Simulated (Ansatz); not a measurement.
# InSb: the cost of one run

Method: DFT PBE, scalar-relativistic, plane waves, PAW, and further levels as typed in the inputs, in Ansatz 0.2.0.

### 1 The system as given

Symmetry: Imm2, No. 44, orthorhombic system. Conventional cell: a = 4.582 Å, b = 4.674 Å, c = 6.480 Å, α = 90.00°, β = 90.00°, γ = 90.00°. In (site symmetry mm2) has 4 Sb at 2.81 to 2.84 Å as nearest neighbours. Sb (site symmetry mm2) is surrounded by 4 In at 2.81 to 2.84 Å.

As a file:

```
In Sb
1.0
     4.58205    0.00000    0.00000
     0.00000    6.48000    0.00000
     0.00000    0.00000    4.67369
In Sb
2 2
Direct
  0.00000 0.00000 0.00000
  0.50000 0.50000 0.50000
  0.50000 0.25000 0.00000
  0.00000 0.75000 0.50000
```

### 2 Single point: InSb, no spin

input.yaml

```yaml
crystal:
  lattice:
    - [4.5820519421, 0.0, 0.0]
    - [0.0, 6.48, 0.0]
    - [0.0, 0.0, 4.6736929809]
  atoms:
    - { symbol: In, position: [0.0, 0.0, 0.0] }
    - { symbol: Sb, position: [0.5, 0.25, 0.0] }
    - { symbol: In, position: [0.5, 0.5, 0.5] }
    - { symbol: Sb, position: [0.0, 0.75, 0.5] }
scf:
  occupations: { method: gaussian, width: 0.01 }
  n_extra_bands: 4
output:
  write_density: true
  write_potential: true
  elf: true
  volumetric_format: npy
kpoints:
  mp_grid: { grid: [6, 4, 6] }
hamiltonian:
  xc: pbe
```

On the command line:

```sh
ansatz run input.yaml --threads 4 --pin off --max-ram 11264MiB --backend cpu --events-out ev --progress --plain --runs-dir out
```

What time and memory should one allow on 4 threads of Intel Xeon 6975P-C (Granite Rapids), shared host?

About 2.5 s, with a peak of 0.53 GiB.
